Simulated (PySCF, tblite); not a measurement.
**C₇H₈F₃+: geometry, infrared bands, NMR shifts and electronic excitations**

Wanted: the infrared bands, NMR shifts and electronic excitations of C₇H₈F₃+ (`C=C[C+](C)CC(F)=C(F)F`), by calculation.

Programs: tblite 0.8.0 and PySCF 2.14.0, with density-fitted response routines of our own. Each step states its level of theory. These are calculated values for one molecule in the gas phase, unless marked as measured. Atoms count from 0, in the outputs and in this text.

## 1. The molecule as given

18 atoms, charge 1, multiplicity 1; geometry from: force field or distance geometry start.

Bonds of the start (Å): C0–C1 1.34, C1–C2 1.46, C2–C3 1.50, C2–C4 1.50, C4–C5 1.50, C5–F6 1.36, C5–C7 1.35, C7–F8 1.35, C7–F9 1.35, C0–H10 1.07, C0–H11 1.10, C1–H12 1.09, C3–H13 1.11, C3–H14 1.08, C3–H15 1.09, C4–H16 1.09, C4–H17 1.09.

## 2. Optimising the geometry with GFN2-xTB

What the job is given:

```
{"job": {"kind": "relax", "xc": "GFN2-xTB", "basis": "xTB"}, "charge": 1, "multiplicity": 1}
C     -1.247700     1.263200     1.500100
C     -1.585300     0.317900     0.609600
C     -0.658900    -0.621200    -0.006100
C     -1.213000    -1.586300    -1.017800
C      0.812700    -0.643000     0.260800
C      1.564500     0.261900    -0.676300
F      1.587300    -0.043000    -1.996700
C      2.261700     1.341700    -0.267900
F      2.929000     2.080700    -1.174800
F      2.289400     1.677800     1.037700
H     -0.247300     1.440700     1.844400
H     -2.030700     1.910800     1.911000
H     -2.635000     0.225700     0.349000
H     -0.957200    -2.618400    -0.716300
H     -0.786500    -1.396300    -1.996400
H     -2.304100    -1.533600    -1.089400
H      1.190400    -1.659200     0.113800
H      1.022000    -0.413000     1.303500
```

Run with:

```console
> OMP_NUM_THREADS=1 python probes_run.py task.json out
```

One launch serves the whole session: the jobs run in the order shown.

**Question.** This job is followed by: GFN2-xTB harmonic vibrations, gas phase; PBE0-D3(BJ)/def2-SVP geometry optimisation, gas phase; GIAO PBE0/pcSseg-1 NMR shielding, non-relativistic, gas phase; TDDFT wB97X-D/def2-SVPD, vertical, gas phase, core orbitals frozen in the response; GIAO B3LYP/pcSseg-1 NMR shielding, non-relativistic, gas phase. What will the session give for the following? strongest single infrared mode (GFN2-xTB); zero-point energy (GFN2-xTB); point group; rotational constants (main isotopes); ¹³C shifts against TMS (PBE0/pcSseg-1); ¹H shifts against TMS (PBE0/pcSseg-1, means over atoms taken as alike); ¹⁹F shifts against CFCl3 (PBE0/pcSseg-1); lowest singlet (wB97X-D/def2-SVPD); brightest single state of those computed; lowest triplet; vertical ionisation energy (ΔSCF); vertical electron affinity (ΔSCF); range of the shift of F8.

As calculated:

```
                                                              quantity                                              value
                             strongest single infrared mode (GFN2-xTB)                              1718 cm⁻¹, 461 km/mol
                                          zero-point energy (GFN2-xTB)                                      81.1 kcal/mol
                                                           point group                                                 C1
                                  rotational constants (main isotopes)                               1.66, 1.22, 0.84 GHz
                                ¹³C shifts against TMS (PBE0/pcSseg-1)  199.3, 178.8, 166.3, 142.6, 113.6, 38.4, 34.8 ppm
¹H shifts against TMS (PBE0/pcSseg-1, means over atoms taken as alike)                   8.20, 7.63, 7.63, 3.90, 3.23 ppm
                              ¹⁹F shifts against CFCl3 (PBE0/pcSseg-1)                           -42.6, -69.4, -166.7 ppm
                                    lowest singlet (wB97X-D/def2-SVPD)                        3.58 eV (347 nm), f = 0.199
                              brightest single state of those computed                        state 2, 5.26 eV, f = 0.222
                                                        lowest triplet                                            2.22 eV
                                     vertical ionisation energy (ΔSCF)                                           14.03 eV
                                     vertical electron affinity (ΔSCF)                                            6.57 eV
                                              range of the shift of F8                                 -45.2 to -42.6 ppm
```

The optimisation took 94 steps and gained 0.377 eV; among the close pairs (by a distance rule), C2–C3 changed most, from 1.504 to 1.450 Å (GFN2-xTB). No mode is imaginary among the 48: a minimum at this level. The strongest single mode, at 1718 cm⁻¹, moves mainly C7 and C5. Unscaled tight-binding wavenumbers are off by several per cent, some by more. Its intensities can rank the bands wrongly. Over 18 steps the energy fell by 0.150 eV; of the close pairs, C7–F9 changed most, 1.320 to 1.294 Å (PBE0/def2-SVP). No frequency check was run at this level, so the end point may be a saddle. C2 (carbocation centre) lies farthest downfield among carbon, at 199.3 ppm; the empty p orbital gives low-energy magnetic excitations and strong deshielding. By nearest atom (PBE0/pcSseg-1), the HOMO sits on C5 29 %; C7 22 % and the LUMO on C2 35 %; C0 23 %. The lowest singlet, at 3.58 eV, is HOMO→LUMO 0.98 and is bright; of the 10 states computed, the strongest absorption comes from state 2 at 5.26 eV. The lowest triplet lies 1.35 eV below the lowest singlet (triplets in Tamm-Dancoff, singlets in full TDDFT). ΔSCF puts the ionisation energy at 14.03 eV, 0.17 eV above −ε(HOMO). In ppm, F8 moves most: its shift spreads over 2.6 ppm, from -45.2 (B3LYP/pcSseg-1) to -42.6 (PBE0/pcSseg-1).
